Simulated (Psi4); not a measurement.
# InF (SMILES [F][In]) at TPSS/def2-TZVPP (core potential)

What is the energy change on altering one bond length of InF at TPSS/def2-TZVPP (core potential)? 

The results are computed with Psi4 1.11.

### 1 Starting point

InF: 2 atoms, total charge 0, spin state singlet. SMILES: `[F][In]`. The shape is that of a PBE0-D4/def2-TZVP optimisation.

Bond lengths: F1–In2 1.994 Å.

### 2 The energy at TPSS/def2-TZVPP (core potential)

Input file input.inp:

```
memory 1.6 GB

molecule {
  0 1
  F
  In 1 r2

  r2 = 1.99367
  symmetry c1
}

set puream true
set e_convergence 1e-09
set d_convergence 1e-08
set scf_type pk
set dft_radial_points 99
set dft_spherical_points 590

e, wfn = energy("tpss/def2-TZVPP", return_wfn=True)
oeprop(wfn, "DIPOLE", "WIBERG_LOWDIN_INDICES", "LOWDIN_CHARGES")
```

Run with:

```
$ psi4 input.inp input.out -n 1
```

input.out:

```text
[...]
    !!!  WARNING: ECP capability is in beta. Please check occupations closely.  !!!
[...]
  Running in c1 symmetry.
[...]
  Nuclear repulsion =   50.166021867525735
[...]
  Multiplicity = 1
[...]
  Nalpha       = 15
  Nbeta        = 15
[...]
    Number of basis functions: 81
[...]
   @RKS iter   1:  -289.79331906274962   -8.15185e-01   9.67887e-03 DIIS/ADIIS
[...]
   @RKS iter  12:  -290.01402052284129   -3.69482e-12   2.07503e-09 DIIS
[...]
    Orbital Energies [Eh]
    ---------------------
    Doubly Occupied:
       1A    -24.315097     2A     -4.504627     3A     -2.939653
       4A     -2.939653     5A     -2.929948     6A     -0.996193
       7A     -0.686728     8A     -0.686728     9A     -0.679132
      10A     -0.679132    11A     -0.673923    12A     -0.350855
      13A     -0.283575    14A     -0.283575    15A     -0.237268
[...]
  @RKS Final Energy:  -290.01402052284129
   => Energetics <=
    Nuclear Repulsion Energy =             50.1660218675257354
    One-Electron Energy =                -575.5044344521218136
    Two-Electron Energy =                 262.4470871803424643
    DFT Exchange-Correlation Energy =     -27.1226951185876608
    Empirical Dispersion Energy =           0.0000000000000000
    VV10 Nonlocal Energy =                  0.0000000000000000
    Total Energy =                       -290.0140205228412924
[...]
 Multipole Moments:
 ------------------------------------------------------------------------------------
     Multipole            Electronic (a.u.)      Nuclear  (a.u.)        Total (a.u.)
 ------------------------------------------------------------------------------------
 L = 1.  Multiply by 2.5417464519 to convert [e a0] to [Debye]
 Dipole X            :         -0.0000000            0.0000000           -0.0000000
 Dipole Y            :         -0.0000000            0.0000000           -0.0000000
 Dipole Z            :         19.0473682          -17.8711737            1.1761945
 Magnitude           :                                                    1.1761945
[...]
```

It took 18 s on 1 thread of Intel Xeon Platinum 8259CL at 2.50GHz (Skylake/Cascade Lake), shared host; peak memory 0.85 GiB.

### 3 The distorted shape

Input file calc.py:

```python
import psi4

psi4.set_memory('1600 MB')
psi4.set_num_threads(1)
psi4.set_output_file('run.log', False)

geom = psi4.geometry("""
F      0.000000     0.000000    -0.582220
In     0.000000     0.000000     2.009580
symmetry c1
""")

options = {'puream': True, 'e_convergence': 1e-09, 'd_convergence': 1e-08, 'scf_type': 'pk', 'dft_radial_points': 99, 'dft_spherical_points': 590}
psi4.set_options(options)

result = psi4.energy('tpss/def2-TZVPP', molecule=geom)
print(f'total energy {result:.8f} hartree = {result * 27.211386:.5f} eV')
```

Run with:

```
$ python calc.py
```

run.log:

```text
[...]
    !!!  WARNING: ECP capability is in beta. Please check occupations closely.  !!!
[...]
  Running in c1 symmetry.
[...]
  Nuclear repulsion =   38.588815810104940
[...]
  Multiplicity = 1
[...]
  Nalpha       = 15
  Nbeta        = 15
[...]
    Number of basis functions: 81
[...]
   @RKS iter   1:  -289.72670395731797   -8.81750e-01   1.00546e-02 ADIIS/DIIS
[...]
   @RKS iter  14:  -289.97145183172512   -1.93268e-12   8.64728e-10 DIIS
[...]
    Orbital Energies [Eh]
    ---------------------
    Doubly Occupied:
       1A    -24.251817     2A     -4.544337     3A     -2.977995
       4A     -2.977995     5A     -2.971597     6A     -0.907502
       7A     -0.723460     8A     -0.723460     9A     -0.717177
      10A     -0.717177    11A     -0.714486    12A     -0.332535
      13A     -0.220694    14A     -0.208319    15A     -0.208319
[...]
  @RKS Final Energy:  -289.97145183172512
   => Energetics <=
    Nuclear Repulsion Energy =             38.5888158101049399
    One-Electron Energy =                -552.2871786058846055
    Two-Electron Energy =                 250.7789358412261720
    DFT Exchange-Correlation Energy =     -27.0520248771716396
    Empirical Dispersion Energy =           0.0000000000000000
    VV10 Nonlocal Energy =                  0.0000000000000000
    Total Energy =                       -289.9714518317251191
[...]
 Multipole Moments:
 ------------------------------------------------------------------------------------
     Multipole            Electronic (a.u.)      Nuclear  (a.u.)        Total (a.u.)
 ------------------------------------------------------------------------------------
 L = 1.  Multiply by 2.5417464519 to convert [e a0] to [Debye]
 Dipole X            :         -0.0000000            0.0000000           -0.0000000
 Dipole Y            :         -0.0000000            0.0000000           -0.0000000
 Dipole Z            :         25.7837964          -23.2327857            2.5510106
 Magnitude           :                                                    2.5510106
[...]
```

Standard output:

```text
total energy -289.97145183 hartree = -7890.52510 eV
```

It took 17 s on 1 thread of Intel Xeon Platinum 8259CL at 2.50GHz (Skylake/Cascade Lake), shared host; peak memory 0.83 GiB.

### 4 Results

At TPSS/def2-TZVPP (core potential):

| quantity | value |
| --- | --- |
| first shape: total energy | -290.01402 Eh |
| first shape: dipole moment | 2.99 D |
| first shape: HOMO energy | -6.46 eV |
| first shape: LUMO energy | -2.07 eV |
| first shape: HOMO–LUMO gap | 4.38 eV |
| distorted shape: total energy | -289.97145 Eh |
| distorted shape: dipole moment | 6.48 D |
| distorted shape: HOMO energy | -5.67 eV |
| distorted shape: LUMO energy | -2.82 eV |
| distorted shape: HOMO–LUMO gap | 2.85 eV |
| energy change with the F1–In2 bond stretched from 1.994 to 2.592 Å | 1.158 eV |

With the F1–In2 bond stretched from 1.994 to 2.592 Å the energy rises by 1.16 eV (27 kcal/mol). The first shape isn't relaxed at this level, so the change isn't measured from a minimum.
